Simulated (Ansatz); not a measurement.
# CH5FGe, SMILES [CH3][GeH2][F]: a ladder of methods at one geometry

Program: Ansatz's Python interface.

Run as a notebook:

In [1]:
```python
import warnings

import ansatz as az
```

In [2]:
```python
config = {
    "basis_set": "def2-SVP",
}
```

In [3]:
```python
warnings.simplefilter("ignore", az.DeckWarning)
```

In [4]:
```python
ch5fge = (
    az.Crystal.molecule()
    .atom("C", (-0.61593, 0.80256, -0.34624))
    .atom("Ge", (0.44664, -0.76685, 0.1676))
    .atom("F", (1.41382, -0.22279, 1.52236))
    .atom("H", (-1.26101, 0.59211, -1.19367))
    .atom("H", (0.04761, 1.62364, -0.60876))
    .atom("H", (-1.23415, 1.11691, 0.49187))
    .atom("H", (1.50523, -1.21964, -0.80223))
    .atom("H", (-0.30222, -1.92594, 0.76907))
)
```

In [5]:
```python
model = ch5fge.calculation().basis(gaussian=config["basis_set"])
```

In [6]:
```python
methods = ["mp2", "ccsd", "ccsd_t"]
batch = az.Session.batch([model.correlation(m).input() for m in methods])
reports = sorted(batch.plan().execute().molecular_reports, key=lambda each: each["member"])
print(f"Hartree-Fock reference {reports[0]['reference_energy_ev'] / 27.211386246:.6f} Ha")
best = reports[-1]["free_energy_ev"] - reports[-1]["reference_energy_ev"]
for method, each in zip(methods, reports):
    gained = each["free_energy_ev"] - each["reference_energy_ev"]
    print(f"{method:8s} total {each['free_energy_ev'] / 27.211386246:.6f} Ha  correlation {gained:9.4f} eV  ({100 * gained / best:.1f} % of the last)")
```
```text
Hartree-Fock reference -2215.245852 Ha
mp2      total -2215.812662 Ha  correlation  -15.4237 eV  (93.9 % of the last)
ccsd     total -2215.836390 Ha  correlation  -16.0694 eV  (97.8 % of the last)
ccsd_t   total -2215.849655 Ha  correlation  -16.4303 eV  (100.0 % of the last)
```

Notes:
- Total energies depend on the basis set; only differences at equal settings carry meaning.
- The geometry is a force-field or estimated start, not a minimum of this method, and the basis set is short of its limit. A lower total doesn't mark the better method: functionals have no common bound, and MP2 and coupled cluster aren't variational.
- Inner cores stay frozen; a filled d shell under the valence of the heavier atoms is correlated with it.
